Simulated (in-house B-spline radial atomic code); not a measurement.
# Cr: excited configurations

Wanted: excitation energies of Cr as differences of total energies (ΔSCF).

Program: in-house B-spline radial atomic code version 1. Level of theory: scalar-relativistic (spin-free one-electron X2C) PBE, spin-polarised, spherical fractional occupations, Fermi nucleus, basis-set limit. These are calculated values, not measurements, unless marked.

### Step 1. The system

* element: chromium (Z = 24)
* charge: 0
* electrons: 24
* configuration: [Ar] 3d5 4s1
* Hamiltonian: scalar-relativistic (X2C)
* nucleus: Fermi, rms radius 3.645 fm

The outer shells:

[Ar] 3d5 4s1
```
[Ar] core
3d [↑ ][↑ ][↑ ][↑ ][↑ ]
4s [↑ ]
```

Where spins are not typed, each open shell is filled with up spins first.

### Step 2. The reference configuration

Settings of the run:

```ini
Z = 24
electrons = 24.0
configuration = [Ar] 3d5 4s1
hamiltonian = x2c
method = pbe,pbe
spin_polarised = True
nucleus = fermi
rms_radius = 3.6452
mass_number = 52
atomic_mass = 51.940504714
speed_of_light = 137.035999084
```

### Step 3. Configuration [Ar] 3d5 5s1

Changes to the settings of step 2:

```diff
@@ -2,3 +2,3 @@
 electrons = 24.0
-configuration = [Ar] 3d5 4s1
+configuration = [Ar] 3d5 5s1
 hamiltonian = x2c
```

### Step 4. Configuration [Ne] 3s2 3p5 3d5 4s1 5p1

Changes to the settings of step 3:

```diff
@@ -2,3 +2,3 @@
 electrons = 24.0
-configuration = [Ar] 3d5 5s1
+configuration = [Ne] 3s2 3p5 3d5 4s1 5p1
 hamiltonian = x2c
```

### Step 5. Run with [Ne] 3s2 3p5 3d5 4s2

Changes to the settings of step 4:

```diff
@@ -2,3 +2,3 @@
 electrons = 24.0
-configuration = [Ne] 3s2 3p5 3d5 4s1 5p1
+configuration = [Ne] 3s2 3p5 3d5 4s2
 hamiltonian = x2c
```

### Step 6. [Ar] 3d4 4s1 5p1

Changes to the settings of step 5:

```diff
@@ -2,3 +2,3 @@
 electrons = 24.0
-configuration = [Ne] 3s2 3p5 3d5 4s2
+configuration = [Ar] 3d4 4s1 5p1
 hamiltonian = x2c
```

### Step 7. [Ar] 3d6

Changes to the settings of step 6:

```diff
@@ -2,3 +2,3 @@
 electrons = 24.0
-configuration = [Ar] 3d4 4s1 5p1
+configuration = [Ar] 3d6
 hamiltonian = x2c
```

### Step 8. Run with [Ne] 3s2 3p5 3d5 4s1 5f1

Changes to the settings of step 7:

```diff
@@ -2,3 +2,3 @@
 electrons = 24.0
-configuration = [Ar] 3d6
+configuration = [Ne] 3s2 3p5 3d5 4s1 5f1
 hamiltonian = x2c
```

### Step 9. Run with [Ne] 3s2 3p5 3d5 4s1 4d1

Changes to the settings of step 8:

```diff
@@ -2,3 +2,3 @@
 electrons = 24.0
-configuration = [Ne] 3s2 3p5 3d5 4s1 5f1
+configuration = [Ne] 3s2 3p5 3d5 4s1 4d1
 hamiltonian = x2c
```

### Step 10. Configuration [Ar] 3d4 4s1 5f1

Changes to the settings of step 9:

```diff
@@ -2,3 +2,3 @@
 electrons = 24.0
-configuration = [Ne] 3s2 3p5 3d5 4s1 4d1
+configuration = [Ar] 3d4 4s1 5f1
 hamiltonian = x2c
```

**Question.** How far above the reference does each configuration lie (order and size, in eV)?

The runs gave:

| net move | configuration | 2|M_S|+1 | energy above the reference (eV) | largest <r> (bohr) |
| --- | --- | --- | --- | --- |
| 4s → 3d | [Ar] 3d6 | 5 | 4.410 | 4.21 |
| 4s → 5s | [Ar] 3d5 5s1 | 7 | 4.874 | 8.75 |
| 3d → 5p | [Ar] 3d4 4s1 5p1 | 7 | 7.087 | 10.5 |
| 3d → 5f | [Ar] 3d4 4s1 5f1 | 7 | 8.362 | 28.0 |
| 3p → 4s | [Ne] 3s2 3p5 3d5 4s2 | 7 | 40.349 | 3.41 |
| 3p → 5p | [Ne] 3s2 3p5 3d5 4s1 5p1 | 9 | 45.297 | 10.5 |
| 3p → 4d | [Ne] 3s2 3p5 3d5 4s1 4d1 | 9 | 45.501 | 9.33 |
| 3p → 5f | [Ne] 3s2 3p5 3d5 4s1 5f1 | 9 | 46.581 | 28.0 |

What this shows: The energies run from 4.410 eV (4s → 3d) to 46.581 eV (3p → 5f). 6 of them lie more than 60 % above minus the reference's highest level (3.725 eV), in the range where a state can decay by emitting an electron. The reference has 2|M_S|+1 = 7; 4 of the configurations differ from it in spin. These are spherical averages at the typed spins, not spectroscopic levels.
